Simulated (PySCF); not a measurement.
**KBF₃+: a look at the electrons**

For KBF₃+, the scripts below find what binds its two fragments and analyse its density (charges, bond critical points, surface potential).

Method: levels as typed in each script, gas phase, geometry from GFN2-xTB; program: PySCF 2.14.0.

## (1) Starting geometry

SMILES `[K+].FB(F)F`, 5 atoms, charge 1, spin multiplicity 1.

Bond lengths: F2–B3 1.314 Å, B3–F4 1.279 Å, B3–F5 1.314 Å. Angles: F2–B3–F4 122.9°, F2–B3–F5 114.2°, F4–B3–F5 122.9°.

Coordinates:

```
K    -2.49387   -0.00008    0.00000
F     0.80888   -1.10363    0.00000
B     1.52257    0.00018    0.00000
F     2.80135   -0.00023    0.00000
F     0.80873    1.10393    0.00000
```

## (2) Binding of the two fragments (BP86/def2-svpd)

File input.py:

```python
import numpy as np
from pyscf import gto, scf, dft
from pyscf.scf import atom_ks, atom_hf
from scipy.linalg import block_diag
from pyscf.dispersion import dftd3

def solve(mol, dm0=None, hcore=None):
    mf = (dft.UKS if mol.spin else dft.RKS)(mol, xc='bp86')
    mf.grids.level = 3
    mf = mf.density_fit(auxbasis='def2-universal-jkfit')
    mf.conv_tol, mf.max_cycle = 1e-8, 80
    if hcore is not None:
        mf.get_hcore = lambda *args: hcore
    mf.kernel(dm0)
    if not mf.converged:
        mf = mf.newton().run(mf.mo_coeff, mf.mo_occ, max_cycle=30)
    assert mf.converged, 'SCF not converged'
    return mf

mol = gto.M(atom='''
K     -2.49387    -0.00008     0.00000
F      0.80888    -1.10363     0.00000
B      1.52257     0.00018     0.00000
F      2.80135    -0.00023     0.00000
F      0.80873     1.10393     0.00000
''', basis='def2-svpd', charge=1, spin=0, verbose=4)
mol_a = gto.M(atom='''
K     -2.49387    -0.00008     0.00000
ghost-F      0.80888    -1.10363     0.00000
ghost-B      1.52257     0.00018     0.00000
ghost-F      2.80135    -0.00023     0.00000
ghost-F      0.80873     1.10393     0.00000
''', basis='def2-svpd', charge=1, spin=0, verbose=4)
mol_b = gto.M(atom='''
ghost-K     -2.49387    -0.00008     0.00000
F      0.80888    -1.10363     0.00000
B      1.52257     0.00018     0.00000
F      2.80135    -0.00023     0.00000
F      0.80873     1.10393     0.00000
''', basis='def2-svpd', charge=0, spin=0, verbose=4)
ab, a, b = solve(mol), solve(mol_a), solve(mol_b)
e_int = ab.e_tot - a.e_tot - b.e_tot
print('counterpoise-corrected interaction energy / kcal/mol', e_int * 627.5095)
def disp(atoms, charge):
    m = gto.M(atom=atoms, charge=charge, basis='sto-3g', spin=None, unit='Bohr', verbose=0)
    return dftd3.DFTD3Dispersion(m, xc='bp86', version='d3bj').get_dispersion()['energy']
e_disp = disp(mol._atom, mol.charge) - disp(mol._atom[:1], mol_a.charge) - disp(mol._atom[1:], mol_b.charge)
print('D3(BJ) part / kcal/mol', e_disp * 627.5095)
# spherically averaged free atoms, for the promolecule
atm = atom_ks.get_atm_nrks(mol, xc='bp86')
pro = block_diag(*[(atm[a[0]][2] * atm[a[0]][3]) @ atm[a[0]][2].T for a in mol._atom])
np.savez('result.npz', e_int=e_int, e_disp=e_disp, dm_a=a.make_rdm1(), dm_b=b.make_rdm1(), c=ab.mo_coeff, occ=ab.mo_occ, eps=ab.mo_energy, pro=pro, d=[f.dip_moment(verbose=0) for f in (ab, a, b)])
```

The run is started by

```sh
$ OMP_NUM_THREADS=1 python input.py
```

## (4) Density, bond paths and surface potential (BP86/def2-svpd)

File input.py:

```python
import numpy as np
from pyscf import gto, scf, dft
from pyscf.scf import atom_ks, atom_hf
from scipy.linalg import block_diag

def solve(mol, dm0=None, hcore=None):
    mf = (dft.UKS if mol.spin else dft.RKS)(mol, xc='bp86')
    mf.grids.level = 3
    mf = mf.density_fit(auxbasis='def2-universal-jkfit')
    mf.conv_tol, mf.max_cycle = 1e-8, 80
    if hcore is not None:
        mf.get_hcore = lambda *args: hcore
    mf.kernel(dm0)
    if not mf.converged:
        mf = mf.newton().run(mf.mo_coeff, mf.mo_occ, max_cycle=30)
    assert mf.converged, 'SCF not converged'
    return mf

mol = gto.M(atom='''
K     -2.49387    -0.00008     0.00000
F      0.80888    -1.10363     0.00000
B      1.52257     0.00018     0.00000
F      2.80135    -0.00023     0.00000
F      0.80873     1.10393     0.00000
''', basis='def2-svpd', charge=1, spin=0, verbose=4)
mf = solve(mol)
mf.analyze()
# spherically averaged free atoms, for the promolecule
atm = atom_ks.get_atm_nrks(mol, xc='bp86')
pro = block_diag(*[(atm[a[0]][2] * atm[a[0]][3]) @ atm[a[0]][2].T for a in mol._atom])
np.savez('result.npz', e=mf.e_tot, c=mf.mo_coeff, occ=mf.mo_occ, eps=mf.mo_energy, pro=pro, dip=mf.dip_moment(verbose=0), s2=mf.spin_square()[0])
```

(Steps that only read results are left out.)

Q: Predict the outcome of this session. Wanted: interaction energy, counterpoise; dipole moment; HOMO, LUMO.

The runs gave:

| quantity | value |
| --- | --- |
| interaction energy, counterpoise (BP86/def2-svpd) | -3.9 kcal/mol |
| dipole moment (BP86/def2-svpd) | 10.78 D |
| HOMO, LUMO (BP86/def2-svpd) | -13.95, -5.56 eV |

What this shows: The counterpoise-corrected interaction energy of the frozen fragments is −3.9 kcal/mol without dispersion correction and −6.0 kcal/mol with D3(BJ). D3 takes neutral-atom coefficients, also for the metal cation here, and tends to overbind such cations. The pair geometry is semi-empirical, not a minimum at this level. At BP86/def2-svpd: The highest Hirshfeld charge is on K1 (+0.91 e), the lowest on F2 and F5 (−0.11 e). All values hold at the given geometry, in the gas phase.
